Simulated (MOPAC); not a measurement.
# CH6BOPSe (SMILES POBC[SeH]) at MNDO (COSMO thf)

We compute a geometry optimisation of CH6BOPSe. 

The results are computed with MOPAC 23.2.5.

7 further runs of the same task are left out: 1 that didn't finish, 6 set aside as unsound or not needed.

## Step 1: The system as given

CH6BOPSe: 11 atoms, total charge 0, spin state singlet. SMILES: `POBC[SeH]`. All atoms were displaced at random from a relaxed shape. The run starts from this shape.

Bond lengths: P1–O2 1.699 Å, O2–B3 1.451 Å, B3–C4 1.691 Å, C4–Se5 1.956 Å, P1–H6 1.458 Å, P1–H7 1.458 Å, B3–H8 1.232 Å, C4–H9 1.083 Å, C4–H10 1.089 Å, Se5–H11 1.548 Å. Some angles: P1–O2–B3 101.4°, O2–B3–C4 123.9°, B3–C4–Se5 108.7°, O2–P1–H6 93.7°, O2–P1–H7 93.4°, O2–B3–H8 122.7°, C4–B3–H8 112.9°, B3–C4–H9 108.2°, B3–C4–H10 103.8°, Se5–C4–H9 112.5°.

## Step 2: A structure relaxation at MNDO (COSMO thf)

mol.xyz reads:

```xyz
11
CH6BOPSe charge 0
P     -1.721047     0.578772     1.159419
O     -1.073852    -0.756770     0.332515
B      0.329333    -0.663183     0.691768
C      1.496145     0.113776    -0.253725
Se     1.466035    -0.659251    -2.049710
H     -3.102034     0.197529     0.889709
H     -1.691952     1.434472    -0.021282
H      0.813484    -1.273110     1.646273
H      2.457450    -0.003376     0.231576
H      1.152754     1.146986    -0.292418
H      0.032438    -0.129657    -2.296242
```

input.mop reads:

```
MNDO EPS=7.43 CYCLES=200 AUX(PRECISION=6) THREADS=1
CH6BOPSe charge 0

P  -1.72105 1  0.57877 1  1.15942 1
O  -1.07385 1 -0.75677 1  0.33252 1
B   0.32933 1 -0.66318 1  0.69177 1
C   1.49615 1  0.11378 1 -0.25372 1
Se  1.46603 1 -0.65925 1 -2.04971 1
H  -3.10203 1  0.19753 1  0.88971 1
H  -1.69195 1  1.43447 1 -0.02128 1
H   0.81348 1 -1.27311 1  1.64627 1
H   2.45745 1 -0.00338 1  0.23158 1
H   1.15275 1  1.14699 1 -0.29242 1
H   0.03244 1 -0.12966 1 -2.29624 1
```

Launch:

```sh
obabel mol.xyz -omop -xk "MNDO EPS=7.43 CYCLES=200 AUX(PRECISION=6) THREADS=1" -O input.mop
mopac input.mop
```

Q: Predict the results. Wanted: dipole moment; HOMO energy; LUMO energy; HOMO–LUMO gap; heat of formation.

Computed results:

Level: MNDO (COSMO thf).

| quantity | value |
| --- | --- |
| dipole moment | 1.81 D |
| HOMO energy | -8.95 eV |
| LUMO energy | -0.19 eV |
| HOMO–LUMO gap | 8.76 eV |
| heat of formation | -87.0 kcal/mol |

In words: At the final geometry: Bond lengths: P1–O2 1.615 Å, O2–B3 1.340 Å, B3–C4 1.552 Å, C4–Se5 1.965 Å, P1–H6 1.352 Å, P1–H7 1.353 Å, B3–H8 1.179 Å, C4–H9 1.105 Å, C4–H10 1.107 Å, Se5–H11 1.459 Å. Some angles: P1–O2–B3 127.2°, O2–B3–C4 126.1°, B3–C4–Se5 106.9°, O2–P1–H6 99.2°, O2–P1–H7 99.6°, O2–B3–H8 114.0°, C4–B3–H8 119.9°, B3–C4–H9 111.3°, B3–C4–H10 113.7°, Se5–C4–H9 107.3°. The optimisation took 75 steps and changed the energy by -1.834 eV.
